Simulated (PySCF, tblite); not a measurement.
# C₃H₁₃NO₂Si₂: geometry, infrared bands and NMR shifts

Wanted: the infrared bands and NMR shifts of C₃H₁₃NO₂Si₂ (`N[Si@H](CCCO)O[SiH3]`), by calculation.

Computed with tblite 0.8.0 and PySCF 2.14.0, with density-fitted response routines of our own, on a single molecule in the gas phase. Atoms are numbered from 0 throughout.

### Step 1. The starting structure

21 atoms, charge 0, multiplicity 1; geometry from: force field or distance geometry start.

Bonds of the start (Å): N0–Si1 1.80, Si1–C2 1.84, C2–C3 1.50, C3–C4 1.50, C4–O5 1.38, Si1–O6 1.72, O6–Si7 1.71, N0–H8 1.04, N0–H9 1.04, Si1–H10 1.47, C2–H11 1.12, C2–H12 1.10, C3–H13 1.11, C3–H14 1.13, C4–H15 1.11, C4–H16 1.12, O5–H17 1.01, Si7–H18 1.46, Si7–H19 1.49, Si7–H20 1.45.

### Step 2. Optimising the geometry with GFN2-xTB

What the job is given:

```
{"job": {"kind": "relax", "xc": "GFN2-xTB", "basis": "xTB"}, "charge": 0, "multiplicity": 1}
N      1.849100    -1.596800    -0.282100
Si     0.558200    -0.396600     0.104100
C     -0.712200    -0.430400    -1.231900
C     -2.096000    -0.264500    -0.667400
C     -2.332100     0.990500     0.110400
O     -1.445000     1.042800     1.161600
O      1.290600     1.150500     0.245000
Si     2.910500     0.917800     0.747300
H      1.692800    -2.507100     0.200000
H      1.874300    -1.775200    -1.311000
H     -0.046100    -0.819800     1.381200
H     -0.662300    -1.420100    -1.757800
H     -0.454900     0.369800    -1.942300
H     -2.813700    -0.332300    -1.506300
H     -2.279400    -1.109900     0.054600
H     -3.369400     1.029600     0.515000
H     -2.186500     1.921600    -0.490700
H     -1.856600     0.642000     1.990400
H      3.675700     2.040300     0.202000
H      3.017500     0.926900     2.229600
H      3.376400    -0.362300     0.247700
```

Launch:

```console
$ OMP_NUM_THREADS=1 python probes_run.py task.json out
```

One launch serves the whole session: the jobs run in the order shown.

**Question.** This job is followed by: GFN2-xTB harmonic vibrations, gas phase; GIAO PBE0/pcSseg-1 NMR shielding, non-relativistic, gas phase. Predict these results of the whole session: strongest single infrared mode (GFN2-xTB); zero-point energy (GFN2-xTB); 13C shifts against TMS (PBE0/pcSseg-1); 1H shifts against TMS (PBE0/pcSseg-1, means over atoms taken as alike); 15N shifts against NH3 (PBE0/pcSseg-1); 29Si shifts against TMS (PBE0/pcSseg-1); 17O shifts against H2O (PBE0/pcSseg-1).

As calculated:

| quantity | value |
| --- | --- |
| strongest single infrared mode (GFN2-xTB) | 1078 cm⁻¹, 617 km/mol |
| zero-point energy (GFN2-xTB) | 100.3 kcal/mol |
| 13C shifts against TMS (PBE0/pcSseg-1) | 69.7, 34.0, 16.1 ppm |
| 1H shifts against TMS (PBE0/pcSseg-1, means over atoms taken as alike) | 5.13, 4.72, 4.32, 3.59, 1.89, 1.39, 0.85, 0.67, 0.56, -0.13 ppm |
| 15N shifts against NH3 (PBE0/pcSseg-1) | 38.0 ppm |
| 29Si shifts against TMS (PBE0/pcSseg-1) | -27.3, -47.9 ppm |
| 17O shifts against H2O (PBE0/pcSseg-1) | 52.7, 49.8 ppm |

**Reading.** Over 178 steps the energy fell by 1.423 eV; of the close pairs, O6–Si7 changed most, 1.712 to 1.619 Å. The lowest mode is imaginary (33i cm⁻¹), so the xTB geometry is not a minimum. The strongest single mode, at 1078 cm⁻¹, moves mainly O6. GFN2-xTB is a fitted tight-binding method: band positions and strengths are rough. Its intensities can rank the bands wrongly. C4 (sp3 CH2 bonded to O) lies farthest downfield among carbon, at 69.7 ppm; pulled downfield by the heteroatom. At PBE0/pcSseg-1: Shielding is most anisotropic at O5 (span 118 ppm, paramagnetic term -110 ppm).
